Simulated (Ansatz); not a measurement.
# Cl2F2H4O2W: the cost of one run

Program: Ansatz 0.2.0. Level of theory: RKS revPBE-D4/def2-SVP. These are calculated values, not measurements.

## 1. Starting point

Bond lengths: W1–F2 2.200 Å, W1–O3 1.940 Å, O3–H4 1.010 Å, W1–O5 1.940 Å, O5–H6 1.010 Å, W1–H7 1.720 Å, W1–F8 1.850 Å, W1–Cl9 2.390 Å, W1–Cl10 2.690 Å, O5–Cl10 1.963 Å. Angles (14 of 26 angles, heavy atoms first): F2–W1–O3 90.0°, F2–W1–O5 90.0°, F2–W1–F8 90.0°, F2–W1–Cl9 180.0°, F2–W1–Cl10 71.6°, O3–W1–O5 90.0°, O3–W1–F8 90.0°, O3–W1–Cl9 90.0°, O3–W1–Cl10 48.9°, O5–W1–F8 180.0°, O5–W1–Cl9 90.0°, O5–W1–Cl10 46.8°, F8–W1–Cl9 90.0°, F8–W1–Cl10 133.2°.

Coordinates:

```xyz
11

W     0.0000    0.0000    0.0000
F     0.0000    0.0000    2.2000
O     1.9400    0.0000    0.0000
H     2.2771   -0.9519   -0.0197
O     0.0000    1.9400    0.0000
H    -0.6343    2.2771   -0.7100
H    -1.7200    0.0000    0.0000
F     0.0000   -1.8500    0.0000
Cl    0.0000    0.0000   -2.3900
Cl    1.7678    1.8416    0.8482
H     0.8742    0.9107    2.0396
```

## 2. A restrained relaxation towards end A

Springs on the bonds that form and break draw the guess towards this end; the thresholds are loose.

Contents of input.yaml:

```yaml
crystal:
  periodic: [false, false, false]
  atoms:
    - { symbol: W, position_ang: [0.0, 0.0, 0.0] }
    - { symbol: F, position_ang: [0.0, 0.0, 2.2] }
    - { symbol: O, position_ang: [1.94, 0.0, 0.0] }
    - { symbol: H, position_ang: [2.2771, -0.9519, -0.0197] }
    - { symbol: O, position_ang: [0.0, 1.94, 0.0] }
    - { symbol: H, position_ang: [-0.6343, 2.2771, -0.71] }
    - { symbol: H, position_ang: [-1.72, 0.0, 0.0] }
    - { symbol: F, position_ang: [0.0, -1.85, 0.0] }
    - { symbol: Cl, position_ang: [0.0, 0.0, -2.39] }
    - { symbol: Cl, position_ang: [1.7678, 1.8416, 0.8482] }
    - { symbol: H, position_ang: [0.8742, 0.9107, 2.0396] }
basis:
  gaussian: { orbitals: def2-SVP }
hamiltonian:
  xc: revpbe
  dispersion: d4
relax:
  f_tol: 0.15
  max_steps: 25
  restrain:
    - { distance: [0, 9], at: 3.59, k: 30.0 }
    - { distance: [10, 1], at: 2.12, k: 30.0 }
    - { distance: [0, 1], at: 1.85, k: 30.0 }
    - { distance: [10, 9], at: 1.37, k: 30.0 }
```

Launch:

```console
> ansatz run input.yaml --threads 4 --pin off --max-ram 5120MiB --backend cpu --events-out ev --progress --plain --runs-dir out
```

What time and memory should one allow on 4 threads of Arm Neoverse V2, shared host?

About 34 s, with a peak of 0.24 GiB.
